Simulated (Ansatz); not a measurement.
# AlFH₂OS: one species, many methods

The task here is to estimate one member of a computed series from the others.

Computed with Ansatz 0.2.0, Gaussian basis. Level: functionals in def2-TZVPP, the program's frozen cores in correlated methods.

Levels to be run: LDA (SPW92), PBE-D4, revPBE-D4, BLYP-D4, r2SCAN-D4, B97M-V, PBE0-D4, B3LYP-D4, r2SCANh-D4, r2SCAN0-D4, HSE06-D4, BHLYP-D4, CAM-B3LYP-D4, LC-ωPBE, ωB97X-V, ωB97M-V, B2PLYP, PBE-QIDH; CCSD(T)/def2-SVP; CCSD(T)/def2-TZVPP; CCSD(T)/def2-QZVPP; extrapolation to the limit; RPA on PBE.

## The geometry

An earlier PBE0-D4 in a triple-zeta def2 set relaxation fixed the geometry.

SMILES `[OH][Al]([F])[SH]`, 6 atoms, charge 0, spin multiplicity 1.

Atoms are counted from 1 here; the program's logs count them from 0.

Bond lengths: O1–Al2 1.679 Å, O1–H5 0.955 Å, Al2–F3 1.641 Å, Al2–S4 2.167 Å, S4–H6 1.345 Å. Angles: Al2–O1–H5 125.1°, O1–Al2–F3 118.1°, O1–Al2–S4 123.1°, F3–Al2–S4 118.8°, Al2–S4–H6 92.0°.

Geometry (Å):

```xyz
6
AlFH2OS
O     1.3996   -0.4563   -1.0289
Al    0.2386   -0.2608    0.1681
F     0.4213   -1.1010    1.5657
S    -1.4786    1.0431   -0.0503
H     1.3922   -0.0193   -1.8779
H    -1.9310    0.7304    1.1771
```

The first run:

The input, in.yaml:

```yaml
crystal:
  periodic: [false, false, false]
  atoms:
    - {symbol: O, position_ang: [1.399563, -0.456348, -1.028912]}
    - {symbol: Al, position_ang: [0.238559, -0.260759, 0.168068]}
    - {symbol: F, position_ang: [0.421348, -1.100986, 1.565665]}
    - {symbol: S, position_ang: [-1.478595, 1.043103, -0.050262]}
    - {symbol: H, position_ang: [1.392230, -0.019295, -1.877868]}
    - {symbol: H, position_ang: [-1.931004, 0.730385, 1.177109]}
basis:
  gaussian: {orbitals: def2-TZVPP}
hamiltonian: {xc: lda}
output: {orbitals: {seedname: orbitals}}
```

Started as:

```console
ansatz run in.yaml --threads 2 --pin off --events-out ev --progress --plain --max-ram 32768MiB --backend cpu
```

Steps of the session up to this table: LDA; PBE-D4 (GGA); revPBE-D4 (GGA); BLYP-D4 (GGA); r2SCAN-D4 (meta-GGA); B97M-V (meta-GGA); PBE0-D4 (hybrid); B3LYP-D4 (hybrid); r2SCANh-D4 (hybrid); r2SCAN0-D4 (hybrid); HSE06-D4 (hybrid); BHLYP-D4 (hybrid); CAM-B3LYP-D4 (range-separated); LC-ωPBE (range-separated); ωB97X-V (range-separated); ωB97M-V (range-separated); B2PLYP (double hybrid); PBE-QIDH (double hybrid).

One table of the session follows, with a row left open; its other results are not shown here.

It belongs to the step «Frontier levels by functional». 

| functional | HOMO (eV) | gap (eV) |
| --- | --- | --- |
| LDA (SPW92) | -6.93 | 5.06 |
| PBE-D4 | -6.79 | 5.18 |
| revPBE-D4 | -6.73 | 5.26 |
| BLYP-D4 | -6.60 | 5.02 |
| r2SCAN-D4 | -7.09 | 5.97 |
| B97M-V | -7.13 | 5.74 |
| PBE0-D4 | -8.05 | 7.28 |
| B3LYP-D4 | -7.77 | 6.69 |
| r2SCANh-D4 | -7.55 | 6.69 |
| r2SCAN0-D4 | -8.24 | 7.77 |
| HSE06-D4 | ? | ? |
| BHLYP-D4 | -9.13 | 9.08 |
| CAM-B3LYP-D4 | -9.36 | 9.45 |
| LC-ωPBE | -10.80 | 12.20 |
| ωB97X-V | -10.41 | 11.60 |
| ωB97M-V | -10.23 | 11.08 |

**Question.** Estimate the row for HSE06-D4.

The run gave: HOMO (eV): -7.64; gap (eV): 6.51. In the column «HOMO (eV)» it lies between B3LYP-D4 (-7.77) and r2SCANh-D4 (-7.55).
